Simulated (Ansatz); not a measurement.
# NiSb (Breithauptite): the cost of one run

Method: DFT PBE, with the methods named in each step, in Ansatz 0.2.0.

1 further run of the same task is left out (it didn't finish). Runs told in other sessions of the task aren't counted.

## (1) The structure to begin with

The structure is hexagonal, space group P6_3/mmc (No. 194). The conventional cell has a = 3.928 Å, b = 3.928 Å, c = 5.120 Å, α = 90.00°, β = 90.00°, γ = 120.00°. Around Ni (site symmetry -3m) lie 2 Ni at 2.56 Å and 6 Sb at 2.60 Å. Sb (site symmetry -6m2) is surrounded by 6 Ni at 2.60 Å.

As a file:

```cif
data_structure
_symmetry_space_group_name_H-M 'P6_3/mmc'
_symmetry_Int_Tables_number 194
_cell_length_a 3.9280
_cell_length_b 3.9280
_cell_length_c 5.1200
_cell_angle_alpha 90.000
_cell_angle_beta 90.000
_cell_angle_gamma 120.000
_cell_volume 68.41
loop_
_atom_site_label
_atom_site_type_symbol
_atom_site_symmetry_multiplicity
_atom_site_Wyckoff_symbol
_atom_site_fract_x
_atom_site_fract_y
_atom_site_fract_z
_atom_site_occupancy
Ni1 Ni 2 a 0.00000 0.00000 0.00000 1
Sb1 Sb 2 c 0.33333 0.66667 0.25000 1
```

The file gives the conventional cell by its symmetry; the runs use the cell typed in the input.

Atoms are numbered in the order of the input: Ni1, Ni2, Sb3, Sb4.

## (2) Free moments, LAPW

input.yaml reads:

```yaml
crystal:
  lattice:
    - [3.928, 0.0, 0.0]
    - [-1.964, 3.4017477861, 0.0]
    - [0.0, 0.0, 5.12]
  atoms:
    - { symbol: Ni, position: [0.0, 0.0, 0.0], spin: 1.5 }
    - { symbol: Ni, position: [0.0, 0.0, 0.5], spin: 1.5 }
    - { symbol: Sb, position: [0.3333333333, 0.6666666667, 0.25] }
    - { symbol: Sb, position: [0.6666666667, 0.3333333333, 0.75] }
magnetization:
  spin_polarized: true
kpoints:
  mp_grid: { grid: [10, 10, 7] }
scf:
  occupations: { method: fermi_dirac, width: 0.05 }
hamiltonian:
  xc: pbe
  pseudopotentials: { kind: all_electron, lapw: { basis_error: 0.001 } }
output:
  forces: true
  stress: true
  eigenvalues: false
  populations: true
```

Command:

```bash
$ ansatz run input.yaml --threads 2 --pin off --max-ram 6144MiB --backend cpu --events-out ev --progress --plain --runs-dir out
```

Q: Estimate wall time and peak memory on 2 threads of Arm Neoverse V1, shared host.

About 91 s, with a peak of 1 GiB.
